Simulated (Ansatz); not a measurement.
BBrH2IN, SMILES NB(Br)I, a rigid scan of one bond length

With Ansatz 0.2.0 through its Python package.

Notebook, run cell by cell (the value of a cell's last expression is shown):

**Cell 1**
```python
import ansatz as az
import matplotlib.pyplot as plt
import numpy as np
```

**Cell 2**
```python
GEOMETRY = '''
N     0.33470    0.91880    0.19460
B     0.12480   -0.54290    0.02500
Br    1.56750   -1.76040    0.59270
I    -1.64110   -1.36680   -0.84220
H    -0.51040    1.28770    0.75110
H     0.16660    1.39960   -0.76730
'''
```

**Cell 3**
```python
geometry = az.Crystal.molecule()
for line in GEOMETRY.strip().splitlines():
    symbol, *xyz = line.split()
    geometry = geometry.atom(symbol, [float(v) for v in xyz])

symbols = [site.symbol for site in geometry.cartesian_sites]
start = np.array([site.position_ang for site in geometry.cartesian_sites])
axis = (start[3] - start[1]) / np.linalg.norm(start[3] - start[1])
moving = [3]
lengths, energies = [1.877, 1.962, 2.048, 2.133, 2.218, 2.304, 2.389, 2.517], []
for length in lengths:
    xyz = start.copy()
    xyz[moving] += (length - np.linalg.norm(start[3] - start[1])) * axis
    point = az.Crystal.molecule()
    for symbol, place in zip(symbols, xyz):
        point = point.atom(symbol, place.tolist())
    base = point.calculation()
    base = base.basis(gaussian='def2-SVP')
    base = base.functional('r2scan0')
    rep = base.run().report
    energies.append(rep['free_energy_ev'])
    print(f'r = {length:6.3f} A  E = {energies[-1]:.5f} eV  <S^2> = {abs(rep["mean_field"]["state"]["spin_squared"]):.3f}')
```
Output:
```text
r =  1.877 A  E = -80337.82306 eV  <S^2> = 0.000
r =  1.962 A  E = -80338.26977 eV  <S^2> = 0.000
r =  2.048 A  E = -80338.49939 eV  <S^2> = 0.000
r =  2.133 A  E = -80338.57062 eV  <S^2> = 0.000
r =  2.218 A  E = -80338.53359 eV  <S^2> = 0.000
r =  2.304 A  E = -80338.42043 eV  <S^2> = 0.000
r =  2.389 A  E = -80338.25849 eV  <S^2> = 0.000
r =  2.517 A  E = -80337.95841 eV  <S^2> = 0.000
```

**Cell 4**
```python
# quartic fit about the minimum
fit = np.polynomial.Polynomial.fit(lengths, np.array(energies) - min(energies), 4).convert()
roots = [r.real for r in fit.deriv().roots() if abs(r.imag) < 1e-9 and fit.deriv(2)(r.real) > 0]
r_e = min(roots, key=lambda r: abs(r - lengths[int(np.argmin(energies))]))
print(f'minimum of the fit at {r_e:.4f} A, force constant {fit.deriv(2)(r_e):.2f} eV/A^2')
plt.figure(figsize=(4.5, 3))
plt.plot(lengths, np.array(energies) - min(energies), 'o-')
plt.xlabel('bond length (A)')
plt.ylabel('E - E(min) (eV)')
plt.tight_layout()
plt.savefig('scan.png', dpi=100)
```
Output:
```text
minimum of the fit at 2.1405 A, force constant 14.55 eV/A^2
```

What to keep in mind:
- Total energies depend on the basis set; only differences at equal settings carry meaning.
- The rest of the molecule is held rigid at a force-field or estimated start geometry, and the basis set is modest; single-reference methods fail as a bond breaks.
- def2 sets replace the cores of elements past krypton by effective core potentials.
- The orbitals are restricted, so S² is zero by construction.
- Finished in 3 min on 1 thread of AMD EPYC 7571 (shared host), peak memory 0.35 GiB.
